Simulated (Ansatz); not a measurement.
# SnO2: the cost of one run

Computed with Ansatz 0.2.0 (DFT LDA, scalar-relativistic, plane waves, PAW, unless a step's input says otherwise).

## 1. The starting structure

Symmetry: P4_2/mnm, No. 136, tetragonal system. Conventional cell: a = 4.721 Å, b = 4.721 Å, c = 3.189 Å, α = 90.00°, β = 90.00°, γ = 90.00°. Around Sn (site symmetry mmm) lie 6 O at 2.04 to 2.05 Å. Around O (site symmetry m2m) lie 3 Sn at 2.04 to 2.05 Å.

As a file:

```
Sn O
1.0
     4.72072    0.00000    0.00000
     0.00000    4.72072    0.00000
     0.00000    0.00000    3.18876
Sn O
2 4
Direct
  0.00000 0.00000 0.00000
  0.50000 0.50000 0.50000
  0.30611 0.30611 0.00000
  0.19389 0.80611 0.50000
  0.69389 0.69389 0.00000
  0.80611 0.19389 0.50000
```

It is the result of an earlier relaxation at this level (volume 11.84 Å³/atom; gap on the mesh: 1.18 eV).

## 2. The scan

The energy is mapped over a normal mode and a strain (zone-centre modes of the cell shown) (x along [1 0 0], y along [0 1 0], z along [0 0 1] of the conventional cell).

First coordinate, amplitude of mode 4 (103 cm⁻¹), largest displacement in the unstrained cell: 9 values from −0.598 Å. Second coordinate, equal normal strain along x, y and z: 7 values from −2.50 %.

Nothing else is relaxed (the pattern is fixed in fractional coordinates). Energies count from the relaxed high-symmetry cell. Points are written as (first, second).

The modes come from a phonon run on the reference cell, made beforehand.

The patterns, per unit of each coordinate (Å):

```csv
atom,x1,y1,z1
Sn1,0.000,0.000,0.000
Sn2,0.000,0.000,0.000
O3,0.707,-0.707,0.000
O4,-0.707,-0.707,0.000
O5,-0.707,0.707,0.000
O6,0.707,0.707,0.000
```

## 3. The run at (−0.598 Å, −2.50 %)

input.yaml reads:

```yaml
crystal:
  lattice:
    - [4.6026994667, 0.0, 0.0]
    - [0.0, 4.6026994667, 0.0]
    - [0.0, 0.0, 3.1090364277]
  atoms:
    - { symbol: Sn, position: [0.0, 0.0, 0.0] }
    - { symbol: Sn, position: [0.5, 0.5, 0.5] }
    - { symbol: O, position: [0.2165333303, 0.3956797689, 0.0] }
    - { symbol: O, position: [0.2834666697, 0.8956797689, 0.5] }
    - { symbol: O, position: [0.7834666697, 0.6043202311, 0.0] }
    - { symbol: O, position: [0.7165333303, 0.1043202311, 0.5] }
basis:
  ecutwfc: 520.0
kpoints:
  mp_grid: { grid: [6, 6, 8] }
hamiltonian:
  xc: lda
  pseudopotentials: { kind: paw, azcp: { folder: soft_1 } }
scf:
  occupations: { method: gaussian, width: 0.05 }
output:
  forces: true
  stress: true
  eigenvalues: true
  write_density: true
  write_potential: true
  elf: true
  volumetric_format: npy
```

Started as:

```
> ansatz run input.yaml --threads 2 --pin off --max-ram 4096MiB --backend cpu --events-out ev --progress --plain --runs-dir out
```

What time and memory should one allow on 2 threads of Arm Neoverse N1, shared host?

About 16 s, with a peak of 0.43 GiB.
